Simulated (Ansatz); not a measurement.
# AlFGeH₄ (SMILES [F][AlH][GeH3]): single points off equilibrium

How do the functionals fare away from a minimum? The structure is a structure displaced at random from a GFN2-xTB minimum.

Computed with Ansatz 0.2.0, Gaussian basis. Level: single points in def2-TZVPP.

Cores are frozen in the correlated methods. Filled d shells of the heavier atoms are correlated.

### Step 1. Starting geometry

SMILES `[F][AlH][GeH3]`, 7 atoms, charge 0, spin multiplicity 1.

Atoms are counted from 1 here; the program's logs count them from 0.

Bond lengths: F1–Al2 1.596 Å, Al2–Ge3 2.392 Å, Al2–H4 1.478 Å, Ge3–H5 1.447 Å, Ge3–H6 1.504 Å, Ge3–H7 1.437 Å. Angles: F1–Al2–Ge3 121.4°, F1–Al2–H4 112.5°, Ge3–Al2–H4 126.1°, Al2–Ge3–H5 116.8°, Al2–Ge3–H6 113.4°, Al2–Ge3–H7 117.8°, H5–Ge3–H6 101.4°, H5–Ge3–H7 102.2°, H6–Ge3–H7 103.1°.

As a file:

```xyz
7
AlFGeH4
F    -1.9829   -1.5263    0.6918
Al   -0.5168   -1.3013    0.1023
Ge    0.4199    0.8905   -0.1028
H     0.1294   -2.5668   -0.3035
H     0.1614    1.5970   -1.3392
H    -0.1106    1.8643    0.9130
H     1.8442    1.0247    0.0315
```

### Step 2. CCSD(T)/def2-TZVPP

The input, run/in.yaml:

```yaml
crystal:
  periodic: [false, false, false]
  atoms:
    - {symbol: F, position_ang: [-1.982900, -1.526300, 0.691800]}
    - {symbol: Al, position_ang: [-0.516800, -1.301300, 0.102300]}
    - {symbol: Ge, position_ang: [0.419900, 0.890500, -0.102800]}
    - {symbol: H, position_ang: [0.129400, -2.566800, -0.303500]}
    - {symbol: H, position_ang: [0.161400, 1.597000, -1.339200]}
    - {symbol: H, position_ang: [-0.110600, 1.864300, 0.913000]}
    - {symbol: H, position_ang: [1.844200, 1.024700, 0.031500]}
basis:
  gaussian: {orbitals: def2-TZVPP}
correlation: {method: ccsd_t}
output: {forces: true}
```

No record of the launch command was kept for these runs.

### Step 3. PBE0-D4/def2-TZVPP

run/in.yaml, as its differences from that of step 2:

```diff
@@ -12,3 +12,3 @@
   gaussian: {orbitals: def2-TZVPP}
-correlation: {method: ccsd_t}
-output: {forces: true}
+hamiltonian: {xc: pbe0, dispersion: d4}
+output: {forces: true, orbitals: {seedname: orbitals}}
```

### Step 4. wB97M-V/def2-TZVPP

run/in.yaml, as its differences from that of step 3:

```diff
@@ -12,3 +12,3 @@
   gaussian: {orbitals: def2-TZVPP}
-hamiltonian: {xc: pbe0, dispersion: d4}
-output: {forces: true, orbitals: {seedname: orbitals}}
+hamiltonian: {xc: {name: wB97M-V}}
+output: {forces: true}
```

### Step 5. r2SCAN-D4/def2-TZVPP

run/in.yaml, as its differences from that of step 4:

```diff
@@ -12,3 +12,3 @@
   gaussian: {orbitals: def2-TZVPP}
-hamiltonian: {xc: {name: wB97M-V}}
+hamiltonian: {xc: r2scan, dispersion: d4}
 output: {forces: true}
```

### Step 6. PBE-D4/def2-TZVPP

run/in.yaml, as its differences from that of step 5:

```diff
@@ -12,3 +12,3 @@
   gaussian: {orbitals: def2-TZVPP}
-hamiltonian: {xc: r2scan, dispersion: d4}
+hamiltonian: {xc: pbe, dispersion: d4}
 output: {forces: true}
```

### Step 7. r2SCAN0-D4/def2-TZVPP

run/in.yaml, as its differences from that of step 6:

```diff
@@ -12,3 +12,3 @@
   gaussian: {orbitals: def2-TZVPP}
-hamiltonian: {xc: pbe, dispersion: d4}
+hamiltonian: {xc: {name: r2SCAN0}, dispersion: d4}
 output: {forces: true}
```

### Step 8. HSE06-D4/def2-TZVPP

run/in.yaml, as its differences from that of step 7:

```diff
@@ -12,3 +12,3 @@
   gaussian: {orbitals: def2-TZVPP}
-hamiltonian: {xc: {name: r2SCAN0}, dispersion: d4}
+hamiltonian: {xc: hse06, dispersion: d4}
 output: {forces: true}
```

(Steps that only read results are left out.)

What does the calculation give? Wanted: energy less free atoms, CCSD(T)/def2-TZVPP; RMS force component; RMS force error; HOMO and LUMO, PBE0-D4; T1 diagnostic.

As calculated:

```
                                  quantity                                                                                               value
energy less free atoms, CCSD(T)/def2-TZVPP                                                                                     -459.6 kcal/mol
                       RMS force component                                                                0.881 to 1.082 eV/Å over the methods
                           RMS force error  PBE0-D4 0.068, wB97M-V 0.056, r2SCAN-D4 0.062, PBE-D4 0.180, r2SCAN0-D4 0.115, HSE06-D4 0.069 eV/Å
                    HOMO and LUMO, PBE0-D4                                                                                  -8.11 and -1.71 eV
                             T1 diagnostic                                                                                               0.013
```

**Reading.** Against CCSD(T) the functionals' energies less atoms differ by -7.8 to +4.8 kcal/mol, PBE-D4 by +2.0 kcal/mol. CCSD(T) in triple zeta still lacks some correlation energy of the bonds, so part of these gaps is its own basis error and they don't rank the functionals. The forces of wB97M-V come nearest to CCSD(T), those of PBE-D4 are farthest. Frozen-core CCSD(T) forces in triple zeta carry basis errors of their own, and this is one geometry, so small gaps rank nothing.
